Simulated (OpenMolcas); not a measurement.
# C3H9ClSi (chlorotrimethylsilane): HCTH407/ANO-L-VDZ

What is the vertical electron affinity of C3H9ClSi (chlorotrimethylsilane) at HCTH407/ANO-L-VDZ? 

Program for the calculation: OpenMolcas 26.06.

## Step 1: Starting point

C3H9ClSi: 14 atoms, total charge 0, spin state singlet. As SMILES, `C[Si](C)(C)Cl`. Geometry: relaxed at GFN2-xTB.

Bond lengths: C1–Si2 1.905 Å, Si2–C3 1.905 Å, Si2–C4 1.905 Å, Si2–Cl5 2.045 Å, C1–H6 1.086 Å, C1–H7 1.085 Å, C1–H8 1.086 Å, C3–H9 1.086 Å, C3–H10 1.086 Å, C3–H11 1.086 Å, C4–H12 1.086 Å, C4–H13 1.087 Å, C4–H14 1.087 Å. Some angles: C1–Si2–C3 110.7°, C1–Si2–C4 110.7°, C1–Si2–Cl5 108.2°, C3–Si2–C4 110.8°, C3–Si2–Cl5 108.2°, C4–Si2–Cl5 108.2°, Si2–C1–H6 111.3°, Si2–C1–H7 111.3°, Si2–C1–H8 111.3°, Si2–C3–H9 111.3°.

## Step 2: The energy at HCTH407/ANO-L-VDZ

job.input

```
* C3H9ClSi Kohn-Sham DFT
>>> EXPORT MOLCAS_PRINT=2

&GATEWAY
  Coord
  14
  angstrom
  C       -1.708880       0.572690       0.221820
  Si       0.120760       0.339140      -0.255820
  C        1.228450       0.344040       1.294310
  C        0.356180      -1.267600      -1.251100
  Cl       0.676620       1.909920      -1.440900
  H       -1.860620       1.502450       0.763110
  H       -2.056510      -0.237050       0.855530
  H       -2.346530       0.599820      -0.657310
  H        1.124970       1.271420       1.850730
  H        2.277120       0.237840       1.031060
  H        0.973650      -0.471230       1.964250
  H        0.095770      -2.139930      -0.659690
  H        1.386550      -1.385610      -1.575280
  H       -0.267530      -1.275900      -2.140720
  Basis
  ANO-L-VDZ
  Group
  NoSym

&SEWARD

&SCF
  KSDFT
  GGA_XC_HCTH_407
  PrOrbitals
  1 1
```

Launch:

```console
export MOLCAS_MEM=1860
pymolcas job.input > job.log
```

Log:

```text
--- Start Module: gateway ---
[...]
--- Stop Module: gateway /rc=_RC_ALL_IS_WELL_ ---
--- Start Module: seward ---
[...]
      Basis functions           71
--- Stop Module: seward /rc=_RC_ALL_IS_WELL_ ---
[...]
--- Start Module: scf ---
[...]
       Convergence after  11 Iterations
[...]
::    Total KS-DFT energy                            -869.5842221823
[...]
      Total spin, S                                     0.0000000000
[...]
      Total electronic charge=   58.000000
      Total            charge=   -0.000000
[...]
      Dipole Moment (debye):
      Origin of the operator (angstrom)=    0.2302    0.6495   -0.4899
                   X= -7.6524E-01               Y= -2.1707E+00               Z=  1.6369E+00           Total=  2.8244E+00
      Quadrupole Moment (debye*angstrom):
[...]
--- Stop Module: scf /rc=_RC_ALL_IS_WELL_ ---
[...]
```

Run time: 14 s. Hardware: 1 thread of Arm Neoverse V1, shared host; peak memory 0.42 GiB.

## Step 3: The doublet anion

job.inp

```
* C3H9ClSi Kohn-Sham DFT
>>> EXPORT MOLCAS_PRINT=2

&GATEWAY
  Coord
  14
  angstrom
  C       -1.708880       0.572690       0.221820
  Si       0.120760       0.339140      -0.255820
  C        1.228450       0.344040       1.294310
  C        0.356180      -1.267600      -1.251100
  Cl       0.676620       1.909920      -1.440900
  H       -1.860620       1.502450       0.763110
  H       -2.056510      -0.237050       0.855530
  H       -2.346530       0.599820      -0.657310
  H        1.124970       1.271420       1.850730
  H        2.277120       0.237840       1.031060
  H        0.973650      -0.471230       1.964250
  H        0.095770      -2.139930      -0.659690
  H        1.386550      -1.385610      -1.575280
  H       -0.267530      -1.275900      -2.140720
  Basis=ANO-L-VDZ
  Group=NoSym

&SEWARD

&SCF
  UHF
  Charge=-1
  Spin=2
  KSDFT=GGA_XC_HCTH_407
  PrOrbitals=1 1
```

Launch:

```console
export MOLCAS_MEM=1860
pymolcas job.inp > job.log
```

Log:

```text
--- Start Module: gateway ---
[...]
--- Stop Module: gateway /rc=_RC_ALL_IS_WELL_ ---
--- Start Module: seward ---
[...]
      Basis functions           71
--- Stop Module: seward /rc=_RC_ALL_IS_WELL_ ---
[...]
--- Start Module: scf ---
[...]
       Convergence after  17 Iterations
[...]
::    Total KS-DFT energy                            -869.5379408633
[...]
      Total spin, S                                     0.5024418804
[...]
      Total electronic charge=   59.000000
      Total            charge=   -1.000000
[...]
      Dipole Moment (debye):
      Origin of the operator (angstrom)=    0.2302    0.6495   -0.4899
                   X=  5.3452E-01               Y=  1.5123E+00               Z= -1.1464E+00           Total=  1.9715E+00
      Center of Charge (angstrom)
[...]
--- Stop Module: scf /rc=_RC_ALL_IS_WELL_ ---
[...]
```

It took 26 s on 1 thread of Arm Neoverse V1, shared host; peak memory 0.42 GiB.

## Step 4: What came out

Level: HCTH407/ANO-L-VDZ.

| quantity | value |
| --- | --- |
| singlet C3H9ClSi: total energy | -869.58422 Eh |
| singlet C3H9ClSi: dipole moment | 2.82 D |
| singlet C3H9ClSi: HOMO energy | -7.39 eV |
| singlet C3H9ClSi: LUMO energy | -0.69 eV |
| singlet C3H9ClSi: HOMO–LUMO gap | 6.70 eV |
| doublet anion: total energy | -869.53794 Eh |
| doublet anion: HOMO energy (highest over α and β) | 2.94 eV |
| doublet anion: ⟨S²⟩ | 0.755 |
| vertical electron affinity (to the doublet anion) | -1.259 eV |

In words: The anion lies 1.26 eV (122 kJ/mol) above the neutral: the electron isn't bound at this level, and such a value depends on the basis. Without diffuse functions anions come out too high. Mulliken charges (singlet C3H9ClSi) run from -0.72 on C4 to +0.71 on Si2; they depend strongly on the basis. Mulliken charges (doublet anion) run from -0.59 on C4 to +0.83 on Si2; they depend strongly on the basis. The HOMO (doublet anion) lies at positive energy, 2.94 eV, as semi-local functionals often give for anions; only total energies tell whether the electron is bound.
